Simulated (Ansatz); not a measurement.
Here is an Ansatz 0.2.0 calculation.

The input input.yaml:

```yaml
crystal:
  lattice:
    - [2.9299980804, 0.0, 0.0]
    - [-1.4649990402, 2.5374527707, 0.0]
    - [0.0, 0.0, 26.975]
  atoms:
    - { symbol: Ag, position: [0.6666666667, 0.3333333334, 0.2780352178] }
    - { symbol: Ag, position: [0.3333333333, 0.6666666666, 0.3668211307] }
    - { symbol: Ag, position: [0.6666666667, 0.3333333334, 0.4556070436] }
    - { symbol: Ag, position: [0.3333333333, 0.6666666666, 0.5443929564] }
    - { symbol: Ag, position: [0.6666666667, 0.3333333334, 0.6331788693] }
    - { symbol: Ag, position: [0.3333333333, 0.6666666666, 0.7219647822] }
hamiltonian:
  xc: lda
  pseudopotentials: { kind: paw }
kpoints:
  mp_grid: { grid: [10, 10, 1] }
scf:
  occupations: { method: fermi_dirac, width: 0.05 }
  n_extra_bands: 15
output:
  forces: true
  eigenvalues: true
  dos: { projected: true, de: 0.05, nscf_kmesh: { grid: [15, 15, 1] } }
efield:
  axis: 3
  dipole_correction: true
  ramp_width: 0.04
```

Potentials or basis: Ansatz PAW.

The run is started by

```bash
$ ansatz run input.yaml --threads 4 --pin off --max-ram 11264MiB --backend cpu --events-out ev --progress --plain --runs-dir out
```

(1) Predict the work function of the upper face.

(2) Predict the work function of the lower face.

(3) Estimate the dipole across the slab.

Results:

(1) 4.92 eV.

(2) 4.91 eV.

(3) 0.000 e·Å.

Caveat: the density of states is complete only up to the lowest level of the last band computed.
